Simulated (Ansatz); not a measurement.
# Alloy of ZnS and MgS (7 of 8 Zn sites exchanged), 16 atoms with displaced atoms

Wanted: the effect of changed settings on energy, forces, pressure and convergence.

Program: Ansatz 0.2.0, PAW, plane waves. These are calculated values, not measurements.

1 further run of the same task is left out (it didn't finish).

### Step 1. The system as built

16 atoms (7 Mg, 8 S, 1 Zn); a = 7.942 Å, b = 7.942 Å, c = 7.942 Å, α = 60.00°, β = 60.00°, γ = 60.00°. All atoms were shaken off their sites by about 0.02 Å along each axis.

Structure file:

```
Mg S Zn
1.0
     0.00000    5.61610    5.61610
     5.61610    0.00000    5.61610
     5.61610    5.61610    0.00000
Mg S Zn
7 8 1
Direct
  0.00248 0.00645 0.00063
  0.50201 0.50006 0.49619
  0.99609 0.00016 0.49933
  0.50178 0.50021 0.00318
  0.99893 0.49256 0.00275
  0.49902 0.00104 0.50356
  0.00189 0.49567 0.49982
  0.12755 0.12578 0.12535
  0.62626 0.62214 0.62688
  0.12581 0.12336 0.62900
  0.62569 0.62934 0.12052
  0.12058 0.62044 0.12728
  0.62609 0.12975 0.62259
  0.62214 0.13067 0.12262
  0.12577 0.61956 0.62557
  0.49715 0.00433 0.00285
```

### Step 2. Single point with PBEsol

Input file in.yaml:

```yaml
crystal:
  lattice:
    - [0.000000, 5.616101, 5.616101]
    - [5.616101, 0.000000, 5.616101]
    - [5.616101, 5.616101, 0.000000]
  atoms:
    - { symbol: Mg, position: [0.002480, 0.006452, 0.000634] }
    - { symbol: Mg, position: [0.502015, 0.500062, 0.496188] }
    - { symbol: Mg, position: [0.996089, 0.000165, 0.499335] }
    - { symbol: Mg, position: [0.501784, 0.500207, 0.003183] }
    - { symbol: Mg, position: [0.998933, 0.492565, 0.002748] }
    - { symbol: Mg, position: [0.499021, 0.001044, 0.503562] }
    - { symbol: Mg, position: [0.001888, 0.495668, 0.499815] }
    - { symbol: S, position: [0.127550, 0.125784, 0.125346] }
    - { symbol: S, position: [0.626257, 0.622141, 0.626881] }
    - { symbol: S, position: [0.125813, 0.123362, 0.628999] }
    - { symbol: S, position: [0.625692, 0.629337, 0.120521] }
    - { symbol: S, position: [0.120578, 0.620436, 0.127281] }
    - { symbol: S, position: [0.626086, 0.129754, 0.622585] }
    - { symbol: S, position: [0.622144, 0.130672, 0.122625] }
    - { symbol: S, position: [0.125768, 0.619564, 0.625567] }
    - { symbol: Zn, position: [0.497153, 0.004331, 0.002853] }
kpoints:
  mp_grid: { grid: [2, 2, 2], shift: [0.5, 0.5, 0.5] }
hamiltonian:
  xc: pbesol
scf:
  occupations: { method: fermi_dirac, width: 0.01 }
output:
  forces: true
  eigenvalues: true
  stress: true
  populations: true
```

On the command line:

```sh
$ ansatz run in.yaml --threads 7 --pin off --max-ram 13300MiB --runs-dir r --events-out ev --progress --plain
```

### Step 3. Run again with occupations tetrahedron, k points one point at (½, ½, ½)

in.yaml, as its differences from that of step 2:

```diff
@@ -23,3 +23,3 @@
 kpoints:
-  mp_grid: { grid: [2, 2, 2], shift: [0.5, 0.5, 0.5] }
+  mp_grid: { grid: [1, 1, 1], shift: [0.5, 0.5, 0.5] }
 hamiltonian:
@@ -27,3 +27,4 @@
 scf:
-  occupations: { method: fermi_dirac, width: 0.01 }
+  occupations: { method: tetrahedron }
+  max_iter: 90
 output:
@@ -32,2 +33 @@
   stress: true
-  populations: true
```

### Step 4. Run again with dispersion rVV10

in.yaml, as its differences from that of step 3:

```diff
@@ -23,7 +23,8 @@
 kpoints:
-  mp_grid: { grid: [1, 1, 1], shift: [0.5, 0.5, 0.5] }
+  mp_grid: { grid: [2, 2, 2], shift: [0.5, 0.5, 0.5] }
 hamiltonian:
   xc: pbesol
+  dispersion: rvv10
 scf:
-  occupations: { method: tetrahedron }
+  occupations: { method: fermi_dirac, width: 0.01 }
   max_iter: 90
```

### Step 5. Changed settings: charge changed by -1, k points 2×2×2 shifted, at most 2 cycles

in.yaml, as its differences from that of step 4:

```diff
@@ -26,6 +26,6 @@
   xc: pbesol
-  dispersion: rvv10
+total_charge: -1
 scf:
   occupations: { method: fermi_dirac, width: 0.01 }
-  max_iter: 90
+  max_iter: 2
 output:
```

### Step 6. Run again with cutoff 400 eV, mixer anderson, 60 extra bands

in.yaml, as its differences from that of step 5:

```diff
@@ -24,8 +24,10 @@
   mp_grid: { grid: [2, 2, 2], shift: [0.5, 0.5, 0.5] }
+basis: { ecutwfc: 400 }
 hamiltonian:
   xc: pbesol
-total_charge: -1
 scf:
   occupations: { method: fermi_dirac, width: 0.01 }
-  max_iter: 2
+  max_iter: 60
+  n_extra_bands: 60
+  mixing: { algorithm: anderson }
 output:
```

**Question.** What will these runs give? Wanted: for each run, settings; status; energy from base; forces from base.

The runs gave:

| settings | status | cycles | time | energy from base (meV/atom) | forces from base (eV/Å rms) | filled to empty level on the mesh (eV) |
| --- | --- | --- | --- | --- | --- | --- |
| base | converged | 7 | 2.5 s (7 CPU threads) | 0 | 0 | 3.52 |
| occupations tetrahedron, k points one point at (½, ½, ½) | converged | 8 | 0.7 s (7 CPU threads) | +8.8 | 0.054 | 4.12 |
| dispersion rVV10 | refused | - | 0.1 s (7 CPU threads) | - | - | - |
| charge changed by -1, k points 2×2×2 shifted, at most 2 cycles | not converged | - | 1.9 s (7 CPU threads) | - | - | - |
| cutoff 400 eV, mixer anderson, 60 extra bands | converged | 7 | 2.6 s (7 CPU threads) | +0.1 | 0.000 | 3.52 |

**Reading.** Among these variants the forces move most with occupations tetrahedron, k points one point at (½, ½, ½) (0.054 eV/Å rms) and least with cutoff 400 eV, mixer anderson, 60 extra bands (0.000). 2 of 4 variants gave no result: dispersion rVV10 (refused); charge changed by -1, k points 2×2×2 shifted, at most 2 cycles (not converged).
